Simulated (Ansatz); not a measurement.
**C₁₀H₁₂B₂: one molecule under many settings**

How do the results and run time of C₁₀H₁₂B₂ respond when the settings are drawn wide?

The runs use Ansatz 0.2.0, Gaussian basis; the settings change from run to run.

## 1. The geometry

An earlier r2SCAN-D4/def2-SVP relaxation fixed the geometry.

SMILES `CB1C=CC=C1C1=CC=CB1C`, 24 atoms, charge 0, spin multiplicity 1.

Atoms are counted from 1 here; the program's logs count them from 0.

Bond lengths: C1–B2 1.558 Å, C1–H13 1.102 Å, C1–H14 1.099 Å, C1–H15 1.111 Å, B2–C3 1.573 Å, B2–C6 1.629 Å, C3–C4 1.363 Å, C3–H16 1.093 Å, C4–C5 1.475 Å, C4–H17 1.098 Å, C5–C6 1.378 Å, C5–H18 1.094 Å, C6–C7 1.429 Å, C7–C8 1.378 Å, C7–B11 1.629 Å, C8–C9 1.475 Å, C8–H19 1.094 Å, C9–C10 1.363 Å and more. Angles: B2–C1–H13 113.1°, B2–C1–H14 117.1°, B2–C1–H15 104.3°, H13–C1–H14 110.1°, H13–C1–H15 105.2°, H14–C1–H15 105.9°, C1–B2–C3 125.5°, C1–B2–C6 129.6°, C3–B2–C6 104.1°, B2–C3–C4 106.1°, B2–C3–H16 130.7°, C4–C3–H16 123.0°, C3–C4–C5 113.0°, C3–C4–H17 125.6°, C5–C4–H17 121.4°, C4–C5–C6 112.1°, C4–C5–H18 122.1°, C6–C5–H18 125.8° and more.

## 2. HF/def2-TZVP

This run has density fitting with cc-pVTZ-jkfit.

Input file in.yaml:

```yaml
crystal:
  periodic: [false, false, false]
  atoms:
    - {symbol: C, position_ang: [-2.847114, 1.217272, 0.388904]}
    - {symbol: B, position_ang: [-2.150284, -0.117383, -0.012004]}
    - {symbol: C, position_ang: [-2.851661, -1.522595, -0.100452]}
    - {symbol: C, position_ang: [-1.849161, -2.442311, -0.176592]}
    - {symbol: C, position_ang: [-0.507557, -1.830165, -0.213513]}
    - {symbol: C, position_ang: [-0.564768, -0.454495, -0.170519]}
    - {symbol: C, position_ang: [0.562278, 0.420430, -0.249191]}
    - {symbol: C, position_ang: [0.502752, 1.771264, -0.512464]}
    - {symbol: C, position_ang: [1.843960, 2.380079, -0.592969]}
    - {symbol: C, position_ang: [2.848535, 1.483713, -0.383064]}
    - {symbol: B, position_ang: [2.150241, 0.111833, -0.059620]}
    - {symbol: C, position_ang: [2.853698, -1.141873, 0.541204]}
    - {symbol: H, position_ang: [-3.880337, 1.295729, 0.013053]}
    - {symbol: H, position_ang: [-2.300497, 2.148348, 0.186223]}
    - {symbol: H, position_ang: [-2.943168, 1.155336, 1.494247]}
    - {symbol: H, position_ang: [-3.908673, -1.796433, -0.044230]}
    - {symbol: H, position_ang: [-1.981616, -3.531472, -0.205182]}
    - {symbol: H, position_ang: [0.401954, -2.429578, -0.313243]}
    - {symbol: H, position_ang: [-0.408806, 2.347603, -0.695096]}
    - {symbol: H, position_ang: [1.974695, 3.450268, -0.798479]}
    - {symbol: H, position_ang: [3.905886, 1.761964, -0.386208]}
    - {symbol: H, position_ang: [2.307119, -2.093606, 0.493820]}
    - {symbol: H, position_ang: [2.958786, -0.905398, 1.621949]}
    - {symbol: H, position_ang: [3.883746, -1.278510, 0.173399]}
basis:
  gaussian: {orbitals: def2-TZVP, fitting: {mean_field: cc-pVTZ-jkfit}}
hamiltonian: {xc: {name: HF}}
output: {forces: true}
```

The run is started by

```sh
$ ansatz run in.yaml --threads 4 --pin off --events-out ev --progress --plain --max-ram 6963MiB
```

Output:

```text
Functional definition: HF
  name "HF"
  cite "Fock, Z. Phys. 61, 126 (1930) doi:10.1007/BF01340294"
  parent pbe
[...]
1308 factors; integrals over basis functions are off by at most 3.5e-1 eV
[...]
mean field -11839.93109191 eV, -435.1094422342 hartree, gradient 2.3e-5 eV, S^2 0.000000; 0 other end points of the search recorded, 0 dependent functions left out
[...]
reference -11839.93109191 eV, -435.1094422342 hartree; 41, 41 occupied and 403, 403 virtual orbitals, 1308 factors
Total energy: -11839.93109191 eV, -435.1094422342 hartree
Atom 0 at    -2.847114     1.217272     0.388904 Å, force    -0.429475     0.681996     0.425905 eV/Å
Atom 1 at    -2.150284    -0.117383    -0.012004 Å, force     0.319796    -0.258419    -0.002134 eV/Å
Atom 2 at    -2.851661    -1.522595    -0.100452 Å, force     0.672409    -1.554414    -0.083711 eV/Å
Atom 3 at    -1.849161    -2.442311    -0.176592 Å, force    -1.846653     0.331792     0.106448 eV/Å
Atom 4 at    -0.507557    -1.830165    -0.213513 Å, force     0.815577     2.030404    -0.124521 eV/Å
Atom 5 at    -0.564768    -0.454495    -0.170519 Å, force    -0.712295    -2.540300    -0.006212 eV/Å
Atom 6 at     0.562278     0.420430    -0.249191 Å, force     0.708765     2.506127    -0.422280 eV/Å
Atom 7 at     0.502752     1.771264    -0.512464 Å, force    -0.814600    -2.023437     0.214569 eV/Å
Atom 8 at     1.843960     2.380079    -0.592969 Å, force     1.848436    -0.312260     0.135220 eV/Å
Atom 9 at     2.848535     1.483713    -0.383064 Å, force    -0.674768     1.521276    -0.322575 eV/Å
Atom 10 at     2.150241     0.111833    -0.059620 Å, force    -0.319353     0.253152    -0.045783 eV/Å
Atom 11 at     2.853698    -1.141873     0.541204 Å, force     0.433638    -0.604495     0.527333 eV/Å
Atom 12 at    -3.880337     1.295729     0.013053 Å, force     0.578839    -0.001730     0.128922 eV/Å
Atom 13 at    -2.300497     2.148348     0.186223 Å, force    -0.392564    -0.552359     0.054771 eV/Å
Atom 14 at    -2.943168     1.155336     1.494247 Å, force     0.053076     0.033351    -0.523005 eV/Å
Atom 15 at    -3.908673    -1.796433    -0.044230 Å, force     0.713763     0.179172    -0.048675 eV/Å
Atom 16 at    -1.981616    -3.531472    -0.205182 Å, force     0.060909     0.776167     0.028783 eV/Å
Atom 17 at     0.401954    -2.429578    -0.313243 Å, force    -0.717101     0.426618     0.085954 eV/Å
Atom 18 at    -0.408806     2.347603    -0.695096 Å, force     0.718819    -0.407873     0.143360 eV/Å
Atom 19 at     1.974695     3.450268    -0.798479 Å, force    -0.059715    -0.761471     0.153387 eV/Å
Atom 20 at     3.905886     1.761964    -0.386208 Å, force    -0.714250    -0.183757    -0.009044 eV/Å
Atom 21 at     2.307119    -2.093606     0.493820 Å, force     0.391813     0.553955    -0.038075 eV/Å
Atom 22 at     2.958786    -0.905398     1.621949 Å, force    -0.056185    -0.116274    -0.511262 eV/Å
Atom 23 at     3.883746    -1.278510     0.173399 Å, force    -0.578881     0.022780     0.132626 eV/Å
Dipole moment:    -0.000046     0.002076     0.025984 e Å
```

It took 12 s on 4 threads of Arm Neoverse V1, shared host; peak memory 1.6 GiB.

Largest force 2.638 eV/Å, dipole 0.13 D.

## 3. r2SCAN/def2-mTZVP

This run has coordinates scaled by 0.92, D3(BJ) with three-body dispersion, the search for lower states set to off.

Input file in.yaml:

```yaml
crystal:
  periodic: [false, false, false]
  atoms:
    - {symbol: C, position_ang: [-2.619345, 1.119890, 0.357792]}
    - {symbol: B, position_ang: [-1.978261, -0.107992, -0.011044]}
    - {symbol: C, position_ang: [-2.623528, -1.400788, -0.092416]}
    - {symbol: C, position_ang: [-1.701228, -2.246926, -0.162464]}
    - {symbol: C, position_ang: [-0.466953, -1.683752, -0.196432]}
    - {symbol: C, position_ang: [-0.519586, -0.418136, -0.156878]}
    - {symbol: C, position_ang: [0.517296, 0.386796, -0.229256]}
    - {symbol: C, position_ang: [0.462532, 1.629563, -0.471467]}
    - {symbol: C, position_ang: [1.696443, 2.189673, -0.545532]}
    - {symbol: C, position_ang: [2.620652, 1.365016, -0.352419]}
    - {symbol: B, position_ang: [1.978222, 0.102886, -0.054850]}
    - {symbol: C, position_ang: [2.625402, -1.050523, 0.497907]}
    - {symbol: H, position_ang: [-3.569910, 1.192071, 0.012008]}
    - {symbol: H, position_ang: [-2.116457, 1.976481, 0.171325]}
    - {symbol: H, position_ang: [-2.707715, 1.062909, 1.374707]}
    - {symbol: H, position_ang: [-3.595979, -1.652718, -0.040692]}
    - {symbol: H, position_ang: [-1.823086, -3.248954, -0.188767]}
    - {symbol: H, position_ang: [0.369798, -2.235212, -0.288184]}
    - {symbol: H, position_ang: [-0.376101, 2.159795, -0.639488]}
    - {symbol: H, position_ang: [1.816720, 3.174246, -0.734601]}
    - {symbol: H, position_ang: [3.593416, 1.621007, -0.355312]}
    - {symbol: H, position_ang: [2.122549, -1.926117, 0.454314]}
    - {symbol: H, position_ang: [2.722083, -0.832966, 1.492193]}
    - {symbol: H, position_ang: [3.573046, -1.176229, 0.159528]}
basis:
  gaussian: {orbitals: def2-mTZVP}
hamiltonian: {xc: {name: r2SCAN}, dispersion: d3bjatm}
scf: {lower_state_search: off}
output: {forces: true}
```

Launched as before.

Output, shortened:

```text
Functional definition: r2SCAN
  name "r2SCAN"
  cite "Furness, Kaplan, Ning, Perdew & Sun, J. Phys. Chem. Lett. 11, 8208 (2020) doi:10.1021/acs.jpclett.0c02405"
  cite "Furness, Kaplan, Ning, Perdew & Sun, J. Phys. Chem. Lett. 11, 9248 (2020) doi:10.1021/acs.jpclett.0c03077"
  parent r2scan
[...]
2716 factors; their error is unknown
[...]
mean field -11906.51620420 eV, -437.5563999779 hartree, gradient 6.0e-6 eV, S^2 0.000000; 0 other end points of the search recorded, 0 dependent functions left out
[...]
reference -11906.51622141 eV, -437.5564006104 hartree; 41, 41 occupied and 223, 223 virtual orbitals, 2716 factors
Total energy: -11906.74436832 eV, -437.5647848546 hartree
Atom 0 at    -2.619345     1.119890     0.357792 Å, force    -0.143505     0.718014    -0.446576 eV/Å
Atom 1 at    -1.978261    -0.107992    -0.011044 Å, force    -0.082037     0.960541    -0.511314 eV/Å
[...]
Atom 16 at    -1.823086    -3.248954    -0.188767 Å, force    -0.467150    -3.505664    -0.078917 eV/Å
Atom 17 at     0.369798    -2.235212    -0.288184 Å, force     2.861543    -1.904407    -0.342015 eV/Å
Atom 18 at    -0.376101     2.159795    -0.639488 Å, force    -2.868305     1.826954    -0.605857 eV/Å
Atom 19 at     1.816720     3.174246    -0.734601 Å, force     0.461608     3.446546    -0.650169 eV/Å
Atom 20 at     3.593416     1.621007    -0.355312 Å, force     3.431413     0.819770     0.009345 eV/Å
Atom 21 at     2.122549    -1.926117     0.454314 Å, force    -1.553443    -2.952631    -0.039873 eV/Å
Atom 22 at     2.722083    -0.832966     1.492193 Å, force     0.362202     0.611820     3.189002 eV/Å
Atom 23 at     3.573046    -1.176229     0.159528 Å, force     3.161859    -0.469518    -1.024769 eV/Å
Dipole moment:     0.000101     0.006349     0.079142 e Å
Checks for a lower state left out: stability, starts, cluster_reference, orbital_swaps, neighbouring_geometries, increment
```

It took 10 s on 4 threads of Arm Neoverse V1, shared host.

Largest force 4.810 eV/Å, dipole 0.38 D.

## 4. wB97M-V/6-31G

Options: density fitting with cc-pVTZ-jkfit, a grid of angular degree 11, a point charge of -1.00 e beside it.

Input file in.yaml:

```yaml
crystal:
  periodic: [false, false, false]
  atoms:
    - {symbol: C, position_ang: [-2.847114, 1.217272, 0.388904]}
    - {symbol: B, position_ang: [-2.150284, -0.117383, -0.012004]}
    - {symbol: C, position_ang: [-2.851661, -1.522595, -0.100452]}
    - {symbol: C, position_ang: [-1.849161, -2.442311, -0.176592]}
    - {symbol: C, position_ang: [-0.507557, -1.830165, -0.213513]}
    - {symbol: C, position_ang: [-0.564768, -0.454495, -0.170519]}
    - {symbol: C, position_ang: [0.562278, 0.420430, -0.249191]}
    - {symbol: C, position_ang: [0.502752, 1.771264, -0.512464]}
    - {symbol: C, position_ang: [1.843960, 2.380079, -0.592969]}
    - {symbol: C, position_ang: [2.848535, 1.483713, -0.383064]}
    - {symbol: B, position_ang: [2.150241, 0.111833, -0.059620]}
    - {symbol: C, position_ang: [2.853698, -1.141873, 0.541204]}
    - {symbol: H, position_ang: [-3.880337, 1.295729, 0.013053]}
    - {symbol: H, position_ang: [-2.300497, 2.148348, 0.186223]}
    - {symbol: H, position_ang: [-2.943168, 1.155336, 1.494247]}
    - {symbol: H, position_ang: [-3.908673, -1.796433, -0.044230]}
    - {symbol: H, position_ang: [-1.981616, -3.531472, -0.205182]}
    - {symbol: H, position_ang: [0.401954, -2.429578, -0.313243]}
    - {symbol: H, position_ang: [-0.408806, 2.347603, -0.695096]}
    - {symbol: H, position_ang: [1.974695, 3.450268, -0.798479]}
    - {symbol: H, position_ang: [3.905886, 1.761964, -0.386208]}
    - {symbol: H, position_ang: [2.307119, -2.093606, 0.493820]}
    - {symbol: H, position_ang: [2.958786, -0.905398, 1.621949]}
    - {symbol: H, position_ang: [3.883746, -1.278510, 0.173399]}
basis:
  gaussian: {orbitals: 6-31G, fitting: {mean_field: cc-pVTZ-jkfit}, final_grid: {core_spheres: 5, valence_spheres: 4, degree: 11}, point_charges: [{charge: -1.00, position_ang: [7.231, 0.083, 0.517]}]}
hamiltonian: {xc: {name: wB97M-V}}
scf: {omitted_lower_state_checks: [starts]}
```

The command is unchanged.

Output, shortened:

```text
Functional definition: wB97M-V
  name "wB97M-V"
  cite "Mardirossian & Head-Gordon, J. Chem. Phys. 144, 214110 (2016) doi:10.1063/1.4952647"
  cite "Becke, J. Chem. Phys. 107, 8554 (1997) doi:10.1063/1.475007"
  cite "Vydrov & Van Voorhis, J. Chem. Phys. 133, 244103 (2010) doi:10.1063/1.3521275"
  # Of w^i u^j: cxij and so on, Table III.
[...]
  gx(w, u) = 1 - cx + cx01*u + cx10*w
  gss(w, u) = css00 + css04*u^4 + css10*w + css20*w^2 + css43*w^4*u^3
  gos(w, u) = cos00 + cos10*w + (cos20 + cos21*u)*w^2 + (cos60 + cos61*u)*w^6
[...]
      + integral(e_c_pw_mod_opposite_spin*gos(b97_w_opposite, b97_u_opposite)) + vv10(b, c)
[...]
1308 factors; integrals over basis functions are off by at most 1.6e-3 eV
1308 factors; integrals over basis functions are off by at most 3.1e-7 eV
[...]
mean field -11908.32343168 eV, -437.6228143625 hartree, gradient 7.5e-5 eV, S^2 0.000000; 0 other end points of the search recorded, 0 dependent functions left out
reference -11908.32351491 eV, -437.6228174212 hartree; 41, 41 occupied and 91, 91 virtual orbitals, 1308 factors
Total energy: -11908.32351491 eV, -437.6228174212 hartree
Checks for a lower state left out: starts
```

Wall time 9 s (4 threads of Arm Neoverse V1, shared host).

## 5. LC-wPBE/STO-3G

Set apart from the defaults: atoms shaken by 0.15 Å, high accuracy.

Input file in.yaml:

```yaml
crystal:
  periodic: [false, false, false]
  atoms:
    - {symbol: C, position_ang: [-3.043324, 1.220158, 0.468050]}
    - {symbol: B, position_ang: [-2.188199, -0.312206, -0.237378]}
    - {symbol: C, position_ang: [-2.927803, -1.542421, -0.101995]}
    - {symbol: C, position_ang: [-2.183103, -2.257629, 0.093962]}
    - {symbol: C, position_ang: [-0.543366, -1.603811, 0.009734]}
    - {symbol: C, position_ang: [-0.639826, -0.459639, -0.336341]}
    - {symbol: C, position_ang: [0.614620, 0.544164, -0.394371]}
    - {symbol: C, position_ang: [0.314365, 1.884090, -0.709401]}
    - {symbol: C, position_ang: [1.610398, 2.299229, -0.433916]}
    - {symbol: C, position_ang: [3.007550, 1.489145, -0.357845]}
    - {symbol: B, position_ang: [2.267903, -0.073061, -0.071467]}
    - {symbol: C, position_ang: [2.742736, -1.057482, 0.713452]}
    - {symbol: H, position_ang: [-4.020462, 1.043773, -0.123597]}
    - {symbol: H, position_ang: [-2.189227, 2.015535, 0.142767]}
    - {symbol: H, position_ang: [-2.808916, 1.056578, 1.459237]}
    - {symbol: H, position_ang: [-4.008822, -1.961593, 0.050951]}
    - {symbol: H, position_ang: [-2.076938, -3.370374, 0.015456]}
    - {symbol: H, position_ang: [0.511471, -2.416698, -0.303485]}
    - {symbol: H, position_ang: [-0.340892, 2.553085, -0.753220]}
    - {symbol: H, position_ang: [2.121803, 3.499542, -0.640913]}
    - {symbol: H, position_ang: [3.843729, 1.614752, -0.341744]}
    - {symbol: H, position_ang: [2.112456, -1.914002, 0.395829]}
    - {symbol: H, position_ang: [3.177740, -0.733634, 1.622218]}
    - {symbol: H, position_ang: [3.918382, -1.591638, 0.029847]}
basis:
  gaussian: {orbitals: STO-3G}
hamiltonian: {xc: {name: LC-wPBE}}
accuracy: high
scf: {omitted_lower_state_checks: [starts]}
```

Same command.

Output, shortened:

```text
Functional definition: LC-wPBE
  name "LC-wPBE"
  cite "Vydrov & Scuseria, J. Chem. Phys. 125, 234109 (2006) doi:10.1063/1.2409292"
  cite "Heyd & Scuseria, J. Chem. Phys. 120, 7274 (2004) doi:10.1063/1.1668634"
  cite "Ernzerhof & Perdew, J. Chem. Phys. 109, 3313 (1998) doi:10.1063/1.476928"
  cite "Perdew, Burke & Ernzerhof, Phys. Rev. Lett. 77, 3865 (1996) doi:10.1103/PhysRevLett.77.3865"
  parent pbe
[...]
1749 factors; integrals over basis functions are off by at most 9.3e-9 eV
740 factors; integrals over basis functions are off by at most 1.4e-9 eV
[...]
mean field -11738.87845618 eV, -431.3958263671 hartree, gradient 2.3e-8 eV, S^2 0.000000; 0 other end points of the search recorded, 0 dependent functions left out
reference -11738.87845618 eV, -431.3958263671 hartree; 41, 41 occupied and 31, 31 virtual orbitals, 1749 factors
Total energy: -11738.87845618 eV, -431.3958263671 hartree
Checks for a lower state left out: starts
```

Run time: 5.5 s. Hardware: 4 threads of Arm Neoverse V1, shared host.

## 6. All runs side by side

| level | charge | multiplicity | geometry | functions | energy (eV) | time |
| --- | --- | --- | --- | --- | --- | --- |
| HF/def2-TZVP | 0 | 1 | relaxed | 444 | -11839.931 | 12 s |
| r2SCAN/def2-mTZVP | 0 | 1 | scaled | 264 | -11906.744 | 10 s |
| wB97M-V/6-31G | 0 | 1 | relaxed, point charge | 132 | -11908.324 | 9 s |
| LC-wPBE/STO-3G | 0 | 1 | shaken | 72 | -11738.878 | 5.5 s |

## 7. Outcome

```
quantity                  value
    runs                      4
quickest  LC-wPBE/STO-3G, 5.5 s
 slowest     HF/def2-TZVP, 12 s
```

The runs differ in state or geometry as well as level, so their energies can't be set against each other. HF/def2-TZVP took 2 times as long as LC-wPBE/STO-3G. The jobs differ in tasks and options as well as level. At the r2SCAN-D4/def2-SVP geometry and in the same state, the sound runs without point charges leave forces up to 2.64 eV/Å (HF/def2-TZVP), against 4.8 eV/Å where the atoms were moved.
